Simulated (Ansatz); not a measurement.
From input file to script: Ag2O3, space group Pn-3m in Ansatz 0.2.0.

```yaml
crystal:
  lattice:
    - [4.904, 0.0, 0.0]
    - [0.0, 4.904, 0.0]
    - [0.0, 0.0, 4.904]
  atoms:
    - { symbol: Ag, position: [0.25, 0.25, 0.25] }
    - { symbol: Ag, position: [0.25, 0.75, 0.75] }
    - { symbol: Ag, position: [0.75, 0.75, 0.25] }
    - { symbol: Ag, position: [0.75, 0.25, 0.75] }
    - { symbol: O, position: [0.5, 0.0, 0.0] }
    - { symbol: O, position: [0.5, 0.0, 0.5] }
    - { symbol: O, position: [0.0, 0.5, 0.0] }
    - { symbol: O, position: [0.5, 0.5, 0.0] }
    - { symbol: O, position: [0.0, 0.5, 0.5] }
    - { symbol: O, position: [0.0, 0.0, 0.5] }
kpoints:
  mp_grid: { grid: [5, 5, 5] }
hamiltonian:
  xc: pbesol
scf:
  occupations: { method: cold, width: 0.1 }
basis:
  ecutwfc: "16 Ha"
output:
  forces: true
  stress: true
  eigenvalues: true
```

On the command line:
```console
$ ansatz run input.yaml --threads 1 --pin off --max-ram 3072MiB --backend cpu --events-out ev --progress --plain --runs-dir out
Engine: ansatz 0.2.0, aarch64-unknown-linux-gnu
Pseudopotentials: kind: paw
Pseudopotential: Ag, paw, valence charge 19, recommended cutoff 420 eV (normal), Ag.paw.azcp
Pseudopotential: O, paw, valence charge 6, recommended cutoff 420 eV (normal), O.paw.azcp
Functional definition: PBEsol
  exchange = pbesol_x
  correlation = pbesol_c
Crystal: 10 atoms, lattice volume = 117.937 Å³
Basis set: ecut = 435.382179935808 eV, 2469 PW (Γ), exchange–correlation on 72×72×72 points (8 copies of the dense FFT grid, shifted against one another)
Bands: 68, of which v1, the nominal top of the filled ones, is band 56 counted from 1 (55 counted from 0)
Symmetry: 48 space group operations
Space group: Pn-3m (ITA 224), of the structure as read, at distance tolerance 4.9e-5 Å
k-points: 10 of 125
Non-local potential: Ag, projectors of the file, l = 0: 3, l = 1: 2, l = 2: 2, l = 3: 1
Non-local potential: O, projectors of the file, l = 0: 2, l = 1: 2, l = 2: 1
PAW form: soft (Blöchl's): semilocal exchange-correlation on the pseudo side does not see the compensation charge
PAW frozen core: Ag, regenerated for the run's functional, and the local potential with it (the file was generated under x = pbe(κ = 0.804, μ = 0.2195149727645171), c = pbe(β = 0.06672455060314922))
PAW frozen core: O, regenerated for the run's functional, and the local potential with it (the file was generated under x = pbe(κ = 0.804, μ = 0.2195149727645171), c = pbe(β = 0.06672455060314922))
PAW one-centre angular grid: Ag, 590 points (default); XC on 64 Gauss nodes
PAW one-centre angular grid: O, 110 points (default); XC on 64 Gauss nodes
Initial density: superposition of atomic densities (neutral atoms: chi_scale 0, normalization atom), corrected by the library's trained network
Initial wavefunctions: pseudopotential atomic-orbital guess
Functional: x = pbesol(κ = 0.804, μ = 0.12345679012345678), c = pbesol(β = 0.046)
SCF iter   1: F=—  HF=-33436.973583 eV  |F-HF|=—  |Δ(HF+E_count)|=         —  Δρ=1.81e-2  dr2=2.38e-1  ethr=1.77e-3  ⟨swp⟩=5.1  Hψ=2195  notcnv=0  defer=28
preconditioner: auto → LDOS  [metal: Δε(μ)=0.026 eV  Ē_g=11.626 eV  σ=0.100 eV  W_gap=0.17  n_scr=32 (ndim 8)  ℏωp=30.6 eV  f_vac=0.087  D(μ)=11.76/eV (n_scr^D=146)  β→1.0]
SCF iter   2: F=—  HF=-33436.903379 eV  |F-HF|=—  |Δ(HF+E_count)|=   7.02e-2  S|Δr|=    0.00e0  Δρ=8.86e-3  dr2=4.44e-2  ethr=2.13e-4  ⟨swp⟩=2.1  Hψ=1372  notcnv=0  defer=58
SCF iter   3: F=—  HF=-33436.891451 eV  |F-HF|=—  |Δ(HF+E_count)|=   1.19e-2  S|Δr|=    0.00e0  Δρ=1.71e-3  dr2=3.53e-3  ethr=3.97e-5  ⟨swp⟩=2.0  Hψ=1192  notcnv=0  defer=58
SCF iter   4: F=—  HF=-33436.890861 eV  |F-HF|=—  |Δ(HF+E_count)|=   5.90e-4  S|Δr|=    0.00e0  Δρ=7.22e-4  dr2=6.74e-4  ethr=3.16e-6  ⟨swp⟩=2.6  Hψ=1119  notcnv=0  defer=58
SCF iter   5: F=—  HF=-33436.890773 eV  |F-HF|=—  |Δ(HF+E_count)|=   8.88e-5  S|Δr|=    0.00e0  Δρ=3.68e-4  dr2=1.77e-4  ethr=6.02e-7  ⟨swp⟩=1.0  Hψ=622  notcnv=0  defer=58
SCF iter   6: F=—  HF=-33436.890720 eV  |F-HF|=—  |Δ(HF+E_count)|=   5.21e-5  S|Δr|=    0.00e0  Δρ=8.46e-5  dr2=8.43e-6  ethr=1.58e-7  ⟨swp⟩=2.0  Hψ=948  notcnv=0  defer=58
SCF iter   7: F=—  HF=-33436.890685 eV  |F-HF|=—  |Δ(HF+E_count)|=   3.57e-5  S|Δr|=    0.00e0  Δρ=1.27e-5  dr2=9.34e-8  ethr=8.93e-11  ⟨swp⟩=8.5  Hψ=3354  notcnv=0
SCF iter   8: F=-33436.890685 eV  HF=-33436.890685 eV  |F-HF|=1.31e-9  |Δ(HF+E_count)|=   5.19e-9  S|Δr|=    0.00e0  Δρ=1.68e-6  dr2=1.38e-9  ethr=8.34e-11  ⟨swp⟩=2.2  Hψ=2298  notcnv=0
SCF 1 converged in 8 iterations: F = -33436.890685 eV  dr2 = 1.38e-9
  greatest PAW one-centre occupation: 1.001 electrons in one spin orbital (limit 2), on the Ag atom at site 2 (counted from 0), in its partial waves of l = 0
SCF converged after 8 iterations
Stability not checked: this state was not tested for a lower state beside it, because cold or Methfessel-Paxton smearing, or corrected tetrahedra, fill the levels in a way that the test cannot read (fill_not_monotonic; see scf.lower_state_search)
Free energy (F): -33436.890685 eV
Harris-Foulkes:  -33436.890685 eV  (|F-HF|=1.31e-9)
Internal energy: -33436.877593 eV  (E = F + TS)
E sigma→0 (E₀):  -33436.886321 eV
Entropy (-TS):   -0.013092 eV (-1.309 meV/atom)
Fermi energy:    12.174745 eV
--- Per-component energies (eV) ---
  E_band       = -1226.906090
  E_kinetic    = 3134.480345
  E_local      = -12095.828348  (includes V_loc(G=0)·N_el)
  E_nonlocal   = 622.378938
  E_hartree    = 5218.716098
  E_xc         = -1166.025383
  E_vxc        = -1490.888710  (∫ρ·V_xc dr)
  E_paw        = -16237.131689  (= ΣΔE_a)
  E_vpaw       = -1834.495204  (= ΣTr[D̂ρ^β])
  E_aug_tail   = 0.013836  (compensation charges beyond the density's cutoff)
  E_ewald      = -12914.984074
  E_core_change = 1.502684  (= ΣΔE_core)
  E_smearing   = -0.013092  (= −TS)
  E_closure    = -0.000000  (closes the sum)
  Σ components = -33436.890685   (vs F -33436.890685, Δ=0.00e0)
--- Forces (eV/Å), atoms counted from 1 ---
  atom   1  Ag     0.00000000    -0.00000000     0.00000000
  atom   2  Ag     0.00000000     0.00000000     0.00000000
  atom   3  Ag    -0.00000000     0.00000000     0.00000000
  atom   4  Ag     0.00000000    -0.00000000     0.00000000
  atom   5  O     -0.00000000     0.00000000    -0.00000000
  atom   6  O      0.00000000     0.00000000    -0.00000000
  atom   7  O      0.00000000     0.00000000     0.00000000
  atom   8  O      0.00000000     0.00000000     0.00000000
  atom   9  O     -0.00000000     0.00000000     0.00000000
  atom  10  O      0.00000000     0.00000000     0.00000000
  max |Σ_I F_I| component: 6.00e-18 eV/Å
--- Stress (GPa, compression-positive) ---
        9.646230      -0.000000       0.000000
       -0.000000       9.646230       0.000000
        0.000000       0.000000       9.646230
  P = ⅓ Tr σ = 9.6462 GPa (96.462 kbar)
--- Band table (eV; the first three rows and the last of 10) ---
  k-point 0: bands = ["-80.1368", "-80.1354", "-80.1354", "-80.1354", "-43.7105", "-43.7105", "-43.6966", "-43.6966", "-43.6966", "-43.6910", "-43.6910", "-43.6910", "-43.4543", "-43.4423", "-43.4423", "-43.4423", "-7.5778", "-6.3826", "-6.3826", "-5.8203", "-5.8203", "-4.9262", "3.9879", "3.9879", "3.9879", "5.1967", "5.1967", "5.1967", "6.7207", "6.7207", "6.7207", "6.7438", "6.7438", "6.7438", "7.0684", "7.8094", "7.8094", "7.8964", "7.8964", "7.8964", "8.1594", "8.1594", "8.1594", "8.3294", "8.3294", "8.3294", "9.1268", "9.1268", "9.5188", "9.5188", "9.5188", "10.8875", "10.8875", "10.8875", "12.7857", "12.7857", "12.7857", "12.8585", "12.8585", "12.8585", "14.5895", "15.2048", "21.5341", "21.5341", "21.5341", "22.6842", "22.6842", "22.6842"]
  k-point 1: bands = ["-80.1367", "-80.1356", "-80.1354", "-80.1354", "-43.7092", "-43.7086", "-43.6980", "-43.6963", "-43.6963", "-43.6928", "-43.6914", "-43.6914", "-43.4531", "-43.4434", "-43.4423", "-43.4423", "-7.4688", "-6.4967", "-6.3338", "-5.8796", "-5.7597", "-5.0526", "4.1390", "4.1390", "4.3907", "5.2758", "5.2758", "5.3636", "6.0260", "6.0260", "6.7409", "6.7512", "6.8107", "6.8107", "7.0291", "7.4703", "7.8435", "7.8836", "7.9075", "7.9075", "7.9572", "8.1257", "8.3799", "8.3799", "8.6311", "8.6311", "9.2232", "9.3613", "9.3914", "9.5706", "9.5706", "10.8096", "10.8096", "10.9629", "12.3243", "12.6353", "12.6751", "12.6751", "12.7925", "12.7925", "15.1037", "15.7320", "20.9610", "21.4259", "21.4259", "22.1116", "22.2013", "22.2013"]
  k-point 2: bands = ["-80.1363", "-80.1359", "-80.1354", "-80.1354", "-43.7057", "-43.7038", "-43.7014", "-43.6977", "-43.6954", "-43.6954", "-43.6922", "-43.6922", "-43.4501", "-43.4464", "-43.4423", "-43.4423", "-7.1757", "-6.8012", "-6.2017", "-6.0286", "-5.5858", "-5.3252", "4.5575", "4.5575", "5.1855", "5.1855", "5.4273", "5.5928", "5.5928", "5.8367", "6.3850", "6.3850", "6.5087", "6.6811", "6.7656", "6.7663", "7.6721", "7.8002", "7.8359", "7.8359", "7.9310", "8.0383", "8.8132", "8.8132", "9.0829", "9.1177", "9.1717", "9.1717", "9.6269", "9.6269", "10.1591", "10.5614", "10.5614", "11.2641", "11.5197", "12.1524", "12.4043", "12.4043", "12.7769", "12.7769", "16.0767", "16.4867", "20.1840", "21.1052", "21.3167", "21.3167", "21.7283", "21.7283"]
  k-point 9: bands = ["-80.1359", "-80.1358", "-80.1358", "-80.1357", "-43.7078", "-43.7078", "-43.7067", "-43.6930", "-43.6930", "-43.6923", "-43.6917", "-43.6917", "-43.4533", "-43.4431", "-43.4423", "-43.4423", "-6.6433", "-6.4837", "-6.4837", "-5.9662", "-5.9662", "-5.8554", "4.9435", "4.9435", "5.0657", "5.1576", "5.1576", "5.8079", "5.9661", "5.9661", "6.1412", "6.8050", "7.3184", "7.5095", "7.5095", "7.7524", "7.7524", "7.8268", "7.8804", "7.8804", "7.9243", "8.3489", "8.3489", "8.5826", "8.7678", "8.8425", "8.8425", "8.9315", "8.9315", "9.1416", "9.1416", "9.2180", "10.2905", "10.4450", "10.4450", "12.5949", "12.5949", "12.7256", "12.7384", "12.7384", "17.3840", "18.1739", "19.4489", "19.4713", "19.4713", "20.4835", "20.4835", "20.6257"]
```

The script, `ag2o3_deck.py`:
```python
"""Ag2O3 from an input typed as a mapping."""

import ansatz


def main() -> None:
    inputs = {
        "crystal": {
            "lattice": [[4.904, 0.0, 0.0], [0.0, 4.904, 0.0], [0.0, 0.0, 4.904]],
            "atoms": [
                {"symbol": "Ag", "position": [0.25, 0.25, 0.25]},
                {"symbol": "Ag", "position": [0.25, 0.75, 0.75]},
                {"symbol": "Ag", "position": [0.75, 0.75, 0.25]},
                {"symbol": "Ag", "position": [0.75, 0.25, 0.75]},
                {"symbol": "O", "position": [0.5, 0.0, 0.0]},
                {"symbol": "O", "position": [0.5, 0.0, 0.5]},
                {"symbol": "O", "position": [0.0, 0.5, 0.0]},
                {"symbol": "O", "position": [0.5, 0.5, 0.0]},
                {"symbol": "O", "position": [0.0, 0.5, 0.5]},
                {"symbol": "O", "position": [0.0, 0.0, 0.5]},
            ],
        },
        "kpoints": {"mp_grid": {"grid": [5, 5, 5]}},
        "hamiltonian": {"xc": "pbesol"},
        "scf": {"occupations": {"method": "cold", "width": 0.1}},
        "basis": {"ecutwfc": "16 Ha"},
        "output": {"forces": True, "stress": True, "eigenvalues": True},
    }

    planned = ansatz.Session.from_dict(inputs).plan(threads=1, pin="off")
    res = planned.execute()
    data = res.report

    for key in ("converged", "n_iterations", "n_electrons", "n_kpoints", "n_pw", "n_symmetry_ops", "free_energy_ev", "fermi_energy_ev"):
        print(f"{key:18s} {data[key]}")

    print("band  energy (eV)  occupation, at k =", data["kpoints_frac"][0])
    for band, (e, occ) in enumerate(zip(data["eigenvalues_ev"][0], data["occupations"][0]), start=1):
        print(f"{band:4d} {e:12.4f} {occ:9.4f}")


if __name__ == "__main__":
    main()
```

Output of `python ag2o3_deck.py`:
```text
converged          True
n_iterations       8
n_electrons        112.0
n_kpoints          10
n_pw               2469
n_symmetry_ops     48
free_energy_ev     -33436.890684723294
fermi_energy_ev    12.174744694175098
band  energy (eV)  occupation, at k = [0.0, 0.0, 0.0]
   1     -80.1368    2.0000
   2     -80.1354    2.0000
   3     -80.1354    2.0000
   4     -80.1354    2.0000
   5     -43.7105    2.0000
   6     -43.7105    2.0000
   7     -43.6966    2.0000
   8     -43.6966    2.0000
   9     -43.6966    2.0000
  10     -43.6910    2.0000
  11     -43.6910    2.0000
  12     -43.6910    2.0000
  13     -43.4543    2.0000
  14     -43.4423    2.0000
  15     -43.4423    2.0000
  16     -43.4423    2.0000
  17      -7.5778    2.0000
  18      -6.3826    2.0000
  19      -6.3826    2.0000
  20      -5.8203    2.0000
  21      -5.8203    2.0000
  22      -4.9262    2.0000
  23       3.9879    2.0000
  24       3.9879    2.0000
  25       3.9879    2.0000
  26       5.1967    2.0000
  27       5.1967    2.0000
  28       5.1967    2.0000
  29       6.7207    2.0000
  30       6.7207    2.0000
  31       6.7207    2.0000
  32       6.7438    2.0000
  33       6.7438    2.0000
  34       6.7438    2.0000
  35       7.0684    2.0000
  36       7.8094    2.0000
  37       7.8094    2.0000
  38       7.8964    2.0000
  39       7.8964    2.0000
  40       7.8964    2.0000
  41       8.1594    2.0000
  42       8.1594    2.0000
  43       8.1594    2.0000
  44       8.3294    2.0000
  45       8.3294    2.0000
  46       8.3294    2.0000
  47       9.1268    2.0000
  48       9.1268    2.0000
  49       9.5188    2.0000
  50       9.5188    2.0000
  51       9.5188    2.0000
  52      10.8875    2.0000
  53      10.8875    2.0000
  54      10.8875    2.0000
  55      12.7857    0.0000
  56      12.7857    0.0000
  57      12.7857    0.0000
  58      12.8585    0.0000
  59      12.8585    0.0000
  60      12.8585    0.0000
  61      14.5895    0.0000
  62      15.2048    0.0000
  63      21.5341    0.0000
  64      21.5341    0.0000
  65      21.5341    0.0000
  66      22.6842    0.0000
  67      22.6842    0.0000
  68      22.6842    0.0000
```

Notes:
- Absolute energies stand on the zero of these potentials, so only differences at equal settings mean something. A total without «per atom» is that of the cell as typed.
- The mesh is modest for a metal, so energies can be off by several to tens of meV an atom and pressures by half a GPa or more; differences at equal mesh fare better.
- An absolute Fermi energy rests on an arbitrary zero of the periodic potential and has no direct meaning.
- At these settings the cell as given stands under about 10 GPa, so it isn't at this functional's equilibrium volume.
- The starting cell is as deposited in a crystallographic database; the results hold for this polymorph, which needn't be the stable one.
- Levels are Kohn-Sham eigenvalues on this mesh, without spin-orbit coupling.
- Wall time of the script: 6.7 s on 1 thread of Arm Neoverse V1, with other jobs on the host, peak memory 0.44 GiB.

(Lines on the test bed's own set-up are left out of the output.)
